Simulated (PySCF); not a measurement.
# The bond of LiPb, level by level

The task here is to estimate one member of a computed series from the others.

Program: PySCF 2.14.0. Level of theory: Li aug-cc-pVDZ, Pb aug-cc-pVDZ-PP with ECP60, scalar-relativistic core potentials. These are calculated values, not measurements.

The first run:

Settings of the job:

```yaml
atoms: Li, Pb
charge: 0
basis: Li aug-cc-pVDZ, Pb aug-cc-pVDZ-PP with ECP60
Hamiltonian: scalar-relativistic core potentials
basis_functions: 55
electrons_treated: 25
masses_in_u: 7.0160, 207.9766
levels: PBE0, PBE, r²SCAN, BP86, B3LYP, r²SCANh, HSE06, HF, MP2, SCS-MP2, CCSD, CCSD(T)
grid: 80 radial by 434 angular points
occupations: held fixed by the projection of orbital angular momentum
dissociation_limit: Li + Pb, each in its ground configuration
starting_distance_in_angstrom: 2.680
values_of_2S_to_try: 1, 3
```

Command:

```console
$ OMP_NUM_THREADS=1 python dia.py task.json out
```

Among the steps run: Set-up; The PBE0 curve of the state that the search chose; Higher solutions at PBE0; PBE; r²SCAN (meta-GGA); BP86; B3LYP (global hybrid GGA); r²SCANh; HSE06 (range-separated hybrid); UHF; Adding correlation.

One table of the session follows, with a row left open; its other results are not shown here.

Energy (eV) from each level's lowest point:

```
R (Å)    UHF  UHF-MP2  UHF-SCS-MP2  UHF-CCSD  UHF-CCSD(T)
2.277  0.343    0.291        0.278       n/a          n/a
2.383  0.164    0.133        0.126     0.135        0.137
2.489      ?        ?            ?         ?            ?
2.569  0.018    0.010        0.009     0.011        0.012
2.648  0.000    0.000        0.000     0.000        0.000
2.727  0.001    0.008        0.010     0.007        0.007
2.833  0.025    0.042        0.044     0.038        0.038
2.966  0.081    0.111        0.113     0.103        0.103
3.125  0.171    0.218        0.219     0.205        0.205
3.337  0.308    0.385        0.380       n/a          n/a
```

**Question.** Estimate the row for R (Å) = 2.489.

Worked estimate for «UHF». A straight line through the neighbours (2.383, 0.164) and (2.569, 0.018) gives 0.164 + (0.018 − 0.164) × (2.489 − 2.383) / (2.569 − 2.383) = 0.081; a parabola fitted to 4 rows on both sides gives 0.057.

The run gave: UHF: 0.060; UHF-MP2: 0.043; UHF-SCS-MP2: 0.040; UHF-CCSD: 0.045; UHF-CCSD(T): 0.046. In «UHF» the line misses by +0.021 and the parabola by -0.003.
